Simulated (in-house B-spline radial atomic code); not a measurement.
# Te¹¹⁺: density, ELF and screening along the radius

How do the shells of Te¹¹⁺ show in real space, and how much do the settings move them?

Method: several methods, spin-polarised, as named in each step; spherical all-electron atom at the radial basis limit. Code: in-house B-spline radial atomic code version 1.

**1. Starting point**

| Quantity | Value |
| --- | --- |
| element | tellurium (Z = 52) |
| charge | +11 |
| electrons | 41 |
| configuration | [Kr] 4d5 |
| nucleus | point (non-relativistic runs) or finite (X2C runs) |

The outer shells:

[Kr] 4d5
```
[Kr] core
4d [↑ ][↑ ][↑ ][↑ ][↑ ]
```

Where spins are not typed, each open shell is filled with up spins first.

**2. LDA (VWN5), non-rel.**

Input settings:

```ini
Z = 52
electrons = 41.0
configuration = [Kr] 4d5
hamiltonian = nr
method = lda,vwn
spin_polarised = True
```

On the command line:

```bash
$ python run_scf.py task.json out
```

task.json lists these runs, among others, and the program works through them in turn.

**3. PBE, non-rel.**

Input settings:

```ini
Z = 52
electrons = 41.0
configuration = [Kr] 4d5
hamiltonian = nr
method = pbe,pbe
spin_polarised = True
```

**4. Hartree-Fock, non-rel.**

Input settings:

```ini
Z = 52
electrons = 41.0
configuration = [Kr] 4d5
hamiltonian = nr
method = hf
spin_polarised = True
```

**5. TPSSh, non-rel.**

Input settings:

```ini
Z = 52
electrons = 41.0
configuration = [Kr] 4d5
hamiltonian = nr
method = tpssh
spin_polarised = True
```

**6. r2SCAN, non-rel.**

Input settings:

```ini
Z = 52
electrons = 41.0
configuration = [Kr] 4d5
hamiltonian = nr
method = r2scan
spin_polarised = True
```

How large is the system in each run, where do the shell borders lie, and what is the highest level?

The runs gave:

| run | total energy (hartree) | highest level (eV) | radius holding 50 / 90 / 99 % (bohr) | radius at n = 0.001 (bohr) | ELF minima on the full grid (bohr) |
| --- | --- | --- | --- | --- | --- |
| LDA (VWN5), non-rel. | -6569.1599 | -236.30 | 0.306 / 0.919 / 1.39 | 2.05 | 0.045, 0.17, 0.53 |
| PBE, non-rel. | -6574.4280 | -236.37 | 0.306 / 0.918 / 1.39 | 2.05 | 0.045, 0.17, 0.53 |
| Hartree-Fock, non-rel. | -6572.9866 | -250.10 | 0.306 / 0.920 / 1.39 | 2.04 | 0.045, 0.17, 0.53 |
| TPSSh, non-rel. | -6574.7526 | -237.98 | 0.306 / 0.919 / 1.39 | 2.05 | 0.045, 0.17, 0.53 |
| r2SCAN, non-rel. | -6575.0213 | -237.55 | 0.306 / 0.919 / 1.39 | 2.04 | 0.045, 0.17, 0.53 |

**Reading.** In the first run ELF has 3 minima on the grid, which mark the borders between shells. On the record's full grid the screened charge (r times the electrostatic potential) falls from 51.9 near the nucleus to 11.00 at 3.0 bohr; far out it tends to the net charge, 11. The grid is coarse (about 21 % a step), so the places of minima are rough.
